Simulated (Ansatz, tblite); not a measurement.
# C16H48O6Si7: one state, many levels

The task here is to estimate one member of a computed series from the others.

Program: Ansatz 0.2.0, Gaussian basis. Level of theory: as each input shows. These are calculated values, not measurements.

The runs, in order: GFN1-xTB, GFN2-xTB, PBE-D4/def2-SVP, r2SCAN-D4/def2-SVP, r2SCANh-D4/def2-SVP, B97M-V/def2-SVP, r2SCAN0-D4/def2-SVP, r2SCAN-D4/def2-mTZVP, HF/STO-3G, HF/6-31G, B3LYP-D4/6-31G.

## The relaxed structure

The geometry is that of the singlet, from an earlier relaxation (PBE-D4/def2-SVP).

77 atoms, charge 0, spin multiplicity 1.

Bond lengths: C1–Si2 1.886 Å, C1–H30 1.109 Å, C1–H31 1.110 Å, C1–H32 1.110 Å, Si2–C3 1.885 Å, Si2–C4 1.887 Å, Si2–O5 1.689 Å, C3–H33 1.109 Å, C3–H34 1.108 Å, C3–H35 1.110 Å, C4–H36 1.110 Å, C4–H37 1.109 Å, C4–H38 1.108 Å, O5–Si6 1.673 Å, Si6–C7 1.876 Å, Si6–C8 1.875 Å, Si6–O9 1.680 Å, C7–H39 1.109 Å and more. Angles: Si2–C1–H30 110.8°, Si2–C1–H31 110.9°, Si2–C1–H32 111.3°, H30–C1–H31 107.8°, H30–C1–H32 108.0°, H31–C1–H32 107.9°, C1–Si2–C3 110.5°, C1–Si2–C4 110.8°, C1–Si2–O5 107.1°, C3–Si2–C4 110.9°, C3–Si2–O5 107.4°, C4–Si2–O5 109.9°, Si2–C3–H33 110.9°, Si2–C3–H34 109.6°, Si2–C3–H35 111.6°, H33–C3–H34 108.3°, H33–C3–H35 108.0°, H34–C3–H35 108.4° and more.

PBE0-D4/def2-SVP was run before; its log isn't repeated, and its numbers join the tables.

The first run:

Tight binding, by tblite at 300 K electronic temperature and without a spin-polarisation term:

```python
tblite.interface.Calculator('GFN1-xTB', numbers, positions, charge=0, uhf=0).singlepoint()
```

Tight binding, by tblite at 300 K electronic temperature and without a spin-polarisation term:

```python
tblite.interface.Calculator('GFN2-xTB', numbers, positions, charge=0, uhf=0).singlepoint()
```

start.molden holds the orbitals of an earlier run on this state, given as this run's starting guess.

Contents of in.yaml:

```yaml
crystal:
  periodic: [false, false, false]
  atoms:
    - {symbol: C, position_ang: [-5.731501, -2.883695, -0.748071]}
    - {symbol: Si, position_ang: [-4.202044, -1.835433, -0.405386]}
    - {symbol: C, position_ang: [-4.468602, -0.754060, 1.116007]}
    - {symbol: C, position_ang: [-2.675927, -2.925201, -0.198090]}
    - {symbol: O, position_ang: [-3.998752, -0.805662, -1.729038]}
    - {symbol: Si, position_ang: [-2.891163, -0.306550, -2.879394]}
    - {symbol: C, position_ang: [-2.174731, -1.769057, -3.810976]}
    - {symbol: C, position_ang: [-3.779848, 0.909888, -3.996261]}
    - {symbol: O, position_ang: [-1.601785, 0.469246, -2.133412]}
    - {symbol: Si, position_ang: [-1.247438, 1.429706, -0.811909]}
    - {symbol: C, position_ang: [-2.685609, 2.589119, -0.462161]}
    - {symbol: C, position_ang: [0.365382, 2.297514, -1.175629]}
    - {symbol: O, position_ang: [-1.062174, 0.396250, 0.509830]}
    - {symbol: Si, position_ang: [-0.549078, 0.323119, 2.102911]}
    - {symbol: C, position_ang: [-1.521146, 1.567555, 3.126932]}
    - {symbol: C, position_ang: [-0.779129, -1.437964, 2.694690]}
    - {symbol: O, position_ang: [1.085761, 0.671828, 2.189279]}
    - {symbol: Si, position_ang: [2.338108, 1.749170, 2.472202]}
    - {symbol: C, position_ang: [3.499086, 0.936844, 3.703514]}
    - {symbol: C, position_ang: [1.668445, 3.393412, 3.080662]}
    - {symbol: O, position_ang: [3.136993, 2.055124, 1.038139]}
    - {symbol: Si, position_ang: [4.015550, 1.365863, -0.217079]}
    - {symbol: C, position_ang: [4.240209, 2.687735, -1.521872]}
    - {symbol: C, position_ang: [5.655729, 0.731318, 0.455130]}
    - {symbol: O, position_ang: [3.146098, 0.111011, -0.895965]}
    - {symbol: Si, position_ang: [2.805552, -1.542536, -0.771230]}
    - {symbol: C, position_ang: [4.052854, -2.462886, -1.850884]}
    - {symbol: C, position_ang: [2.955187, -2.100968, 1.027453]}
    - {symbol: C, position_ang: [1.051454, -1.797007, -1.394870]}
    - {symbol: H, position_ang: [-6.620762, -2.241681, -0.914936]}
    - {symbol: H, position_ang: [-5.588603, -3.507937, -1.654132]}
    - {symbol: H, position_ang: [-5.953926, -3.562191, 0.101782]}
    - {symbol: H, position_ang: [-5.345239, -0.088374, 0.978737]}
    - {symbol: H, position_ang: [-3.574433, -0.121611, 1.283227]}
    - {symbol: H, position_ang: [-4.641484, -1.365164, 2.026159]}
    - {symbol: H, position_ang: [-2.754783, -3.558663, 0.709858]}
    - {symbol: H, position_ang: [-2.542949, -3.598379, -1.069901]}
    - {symbol: H, position_ang: [-1.768286, -2.296615, -0.101036]}
    - {symbol: H, position_ang: [-1.596154, -2.419330, -3.124497]}
    - {symbol: H, position_ang: [-2.972952, -2.376703, -4.283691]}
    - {symbol: H, position_ang: [-1.484919, -1.423533, -4.608098]}
    - {symbol: H, position_ang: [-4.616106, 0.418966, -4.534508]}
    - {symbol: H, position_ang: [-4.203226, 1.743099, -3.399184]}
    - {symbol: H, position_ang: [-3.087438, 1.339666, -4.748295]}
    - {symbol: H, position_ang: [-2.858827, 3.272749, -1.318708]}
    - {symbol: H, position_ang: [-3.613836, 2.005039, -0.296577]}
    - {symbol: H, position_ang: [-2.503447, 3.209913, 0.438805]}
    - {symbol: H, position_ang: [1.148355, 1.539698, -1.378821]}
    - {symbol: H, position_ang: [0.712837, 2.916539, -0.324713]}
    - {symbol: H, position_ang: [0.263809, 2.949789, -2.066960]}
    - {symbol: H, position_ang: [-1.353506, 2.603292, 2.767563]}
    - {symbol: H, position_ang: [-2.608964, 1.358394, 3.065508]}
    - {symbol: H, position_ang: [-1.225045, 1.527012, 4.195494]}
    - {symbol: H, position_ang: [-0.413726, -1.549409, 3.735800]}
    - {symbol: H, position_ang: [-1.846456, -1.734268, 2.663796]}
    - {symbol: H, position_ang: [-0.208914, -2.139788, 2.053406]}
    - {symbol: H, position_ang: [3.811288, -0.063503, 3.341302]}
    - {symbol: H, position_ang: [3.002684, 0.799446, 4.686050]}
    - {symbol: H, position_ang: [4.411053, 1.548318, 3.859356]}
    - {symbol: H, position_ang: [2.499169, 4.101733, 3.276856]}
    - {symbol: H, position_ang: [1.007916, 3.853837, 2.317784]}
    - {symbol: H, position_ang: [1.086123, 3.275755, 4.016829]}
    - {symbol: H, position_ang: [4.783197, 3.563121, -1.111160]}
    - {symbol: H, position_ang: [4.811803, 2.296620, -2.387997]}
    - {symbol: H, position_ang: [3.252844, 3.034267, -1.887387]}
    - {symbol: H, position_ang: [6.248223, 1.557867, 0.898714]}
    - {symbol: H, position_ang: [6.262396, 0.269964, -0.351380]}
    - {symbol: H, position_ang: [5.499357, -0.032516, 1.243638]}
    - {symbol: H, position_ang: [5.091544, -2.291673, -1.497654]}
    - {symbol: H, position_ang: [3.866318, -3.557112, -1.837787]}
    - {symbol: H, position_ang: [3.990621, -2.119424, -2.904573]}
    - {symbol: H, position_ang: [2.636072, -3.158519, 1.137520]}
    - {symbol: H, position_ang: [4.000347, -2.027734, 1.393267]}
    - {symbol: H, position_ang: [2.310642, -1.474220, 1.676668]}
    - {symbol: H, position_ang: [0.784376, -2.874235, -1.402897]}
    - {symbol: H, position_ang: [0.323461, -1.262274, -0.752905]}
    - {symbol: H, position_ang: [0.932077, -1.403931, -2.424855]}
basis:
  gaussian: {orbitals: def2-SVP, fitting: {mean_field: def2-universal-jkfit}, initial_orbitals: start.molden}
hamiltonian: {xc: pbe, dispersion: d4}
scf: {omitted_lower_state_checks: [starts]}
output: {orbitals: {seedname: orbitals}}
```

Started as:

```sh
$ ansatz run in.yaml --threads 2 --pin off --events-out ev --progress --plain --max-ram 32768MiB --backend cuda --devices 0, --max-vram 18GiB
```

Steps of the session up to this table: PBE-D4/def2-SVP; r2SCAN-D4/def2-SVP; r2SCANh-D4/def2-SVP; B97M-V/def2-SVP; r2SCAN0-D4/def2-SVP; r2SCAN-D4/def2-mTZVP; HF/STO-3G; HF/6-31G; B3LYP-D4/6-31G.

One table of the session follows, with a row left open; its other results are not shown here.

It belongs to the step «Binding energy». 

| level | binding an atom (eV) |
| --- | --- |
| HF/STO-3G | 3.810 |
| HF/6-31G | 2.924 |
| PBE-D4/def2-SVP | 4.267 |
| r2SCAN-D4/def2-SVP | 4.225 |
| r2SCAN-D4/def2-mTZVP | 4.173 |
| B97M-V/def2-SVP | 4.246 |
| r2SCANh-D4/def2-SVP | 4.208 |
| B3LYP-D4/6-31G | ? |
| PBE0-D4/def2-SVP | 4.221 |
| r2SCAN0-D4/def2-SVP | 4.184 |

Estimate the missing values for B3LYP-D4/6-31G.

As computed: binding an atom (eV): 4.014. In the column «binding an atom (eV)» it lies between HF/STO-3G (3.810) and r2SCAN-D4/def2-mTZVP (4.173).

To keep in mind: Free atoms were run apart at each level; binding is atoms less cluster, divided by the number of atoms, without zero-point or spin-orbit terms.
